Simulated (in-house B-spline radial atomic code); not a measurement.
# Excitations of Cs⁷⁺ as exact exchange is dialled in

Aim: follow the lowest excitations, the threshold and the polarisability of Cs⁷⁺ as the share of exact exchange in a PBE hybrid goes from none to all.

Program: in-house B-spline radial atomic code version 1. Level of theory: linear response of a closed shell, each method with its own adiabatic kernel; spin-free one-electron X2C, finite nucleus; B-spline basis; no spin-orbit coupling, no double excitations; only terms of natural parity, (−1)^L, with L up to 3 are computed. These are calculated values, not measurements, unless marked.

## Step 1: Starting point

| Property | Result |
| --- | --- |
| element | caesium (Z = 55) |
| charge | +7 |
| configuration | [Kr] 4d10 5s2 |
| runs | 0 % exact exchange; 10 % exact exchange; 20 % exact exchange; 30 % exact exchange; 40 % exact exchange; 50 % exact exchange; 60 % exact exchange; 70 % exact exchange; 80 % exact exchange; 90 % exact exchange; 100 % exact exchange |

The outer shells:

Cs⁷⁺
```
[Kr] core
4d [↑↓][↑↓][↑↓][↑↓][↑↓]
5s [↑↓]
```

## Step 2: 0 % exact exchange

Settings, as recorded:

```ini
Z = 55
electrons = 48.0
configuration = [Kr] 4d10 5s2
hamiltonian = x2c
method = pbeh
box_radius = 12.81
exact_exchange_fraction = 0.0
rms_radius = 4.8041
intervals = 69
```

Launch:

```
python run_td.py task.json out
```

The settings of every run stand in task.json; they run in order.

## Step 3: 10 % exact exchange

Settings: those of step 2 with these lines changed.

```diff
@@ -6,3 +6,3 @@
 box_radius = 12.81
-exact_exchange_fraction = 0.0
+exact_exchange_fraction = 0.1
 rms_radius = 4.8041
```

## Step 4: 20 % exact exchange

Settings: those of step 3 with these lines changed.

```diff
@@ -6,3 +6,3 @@
 box_radius = 12.81
-exact_exchange_fraction = 0.1
+exact_exchange_fraction = 0.2
 rms_radius = 4.8041
```

## Step 5: 30 % exact exchange

Settings: those of step 4 with these lines changed.

```diff
@@ -6,3 +6,3 @@
 box_radius = 12.81
-exact_exchange_fraction = 0.2
+exact_exchange_fraction = 0.3
 rms_radius = 4.8041
```

## Step 6: 40 % exact exchange

Settings: those of step 5 with these lines changed.

```diff
@@ -6,3 +6,3 @@
 box_radius = 12.81
-exact_exchange_fraction = 0.3
+exact_exchange_fraction = 0.4
 rms_radius = 4.8041
```

## Step 7: 50 % exact exchange

Settings: those of step 6 with these lines changed.

```diff
@@ -6,3 +6,3 @@
 box_radius = 12.81
-exact_exchange_fraction = 0.4
+exact_exchange_fraction = 0.5
 rms_radius = 4.8041
```

## Step 8: 60 % exact exchange

Settings: those of step 7 with these lines changed.

```diff
@@ -6,3 +6,3 @@
 box_radius = 12.81
-exact_exchange_fraction = 0.5
+exact_exchange_fraction = 0.6
 rms_radius = 4.8041
```

## Step 9: 70 % exact exchange

Settings: those of step 8 with these lines changed.

```diff
@@ -6,3 +6,3 @@
 box_radius = 12.81
-exact_exchange_fraction = 0.6
+exact_exchange_fraction = 0.7
 rms_radius = 4.8041
```

## Step 10: 80 % exact exchange

Settings: those of step 9 with these lines changed.

```diff
@@ -6,3 +6,3 @@
 box_radius = 12.81
-exact_exchange_fraction = 0.7
+exact_exchange_fraction = 0.8
 rms_radius = 4.8041
```

## Step 11: 90 % exact exchange

Settings: those of step 10 with these lines changed.

```diff
@@ -6,3 +6,3 @@
 box_radius = 12.81
-exact_exchange_fraction = 0.8
+exact_exchange_fraction = 0.9
 rms_radius = 4.8041
```

## Step 12: 100 % exact exchange

Settings: those of step 11 with these lines changed.

```diff
@@ -6,3 +6,3 @@
 box_radius = 12.81
-exact_exchange_fraction = 0.9
+exact_exchange_fraction = 1.0
 rms_radius = 4.8041
```

Q: Predict the outcome of this session. Wanted: for each run, threshold; 5s→5p ¹P; 5s→5p ³P, Tamm-Dancoff; α; C6.

As calculated:

| run | threshold (eV) | 5s→5p ¹P (eV) | 5s→5p ³P, Tamm-Dancoff (eV) | α (bohr³) | C6 (hartree bohr⁶) | time |
| --- | --- | --- | --- | --- | --- | --- |
| 0 % exact exchange | 104.62 | 20.017 | 15.493 | 3.701 | 10.95 | 1.6 s |
| 10 % exact exchange | 105.13 | 19.863 | 15.309 | 3.751 | 11.11 | 2.3 s |
| 20 % exact exchange | 105.64 | 19.706 | 15.125 | 3.803 | 11.28 | 2.3 s |
| 30 % exact exchange | 106.14 | 19.548 | 14.941 | 3.857 | 11.46 | 2.3 s |
| 40 % exact exchange | 106.65 | 19.389 | 14.758 | 3.913 | 11.64 | 2.3 s |
| 50 % exact exchange | 107.15 | 19.228 | 14.574 | 3.971 | 11.83 | 2.3 s |
| 60 % exact exchange | 107.65 | 19.065 | 14.391 | 4.030 | 12.03 | 2.3 s |
| 70 % exact exchange | 108.15 | 18.901 | 14.208 | 4.092 | 12.24 | 2.3 s |
| 80 % exact exchange | 108.65 | 18.735 | 14.025 | 4.157 | 12.45 | 2.3 s |
| 90 % exact exchange | 109.15 | 18.567 | 13.842 | 4.223 | 12.68 | 2.3 s |
| 100 % exact exchange | 109.65 | 18.398 | 13.659 | 4.292 | 12.92 | 2.3 s |

**Reading.** From 0 % exact exchange to 100 % exact exchange the threshold goes from 104.62 to 109.65 eV and α from 3.70 to 4.29 bohr³. 5s→5p ¹P moves from 20.02 eV (0 % exact exchange) to 18.40 eV (100 % exact exchange). 5s→5p ³P moves from 15.49 eV (0 % exact exchange) to 13.66 eV (100 % exact exchange). Exact exchange removes self-interaction, which deepens the highest level. Spin-orbit coupling, absent here, splits and mixes these terms in an element this heavy.
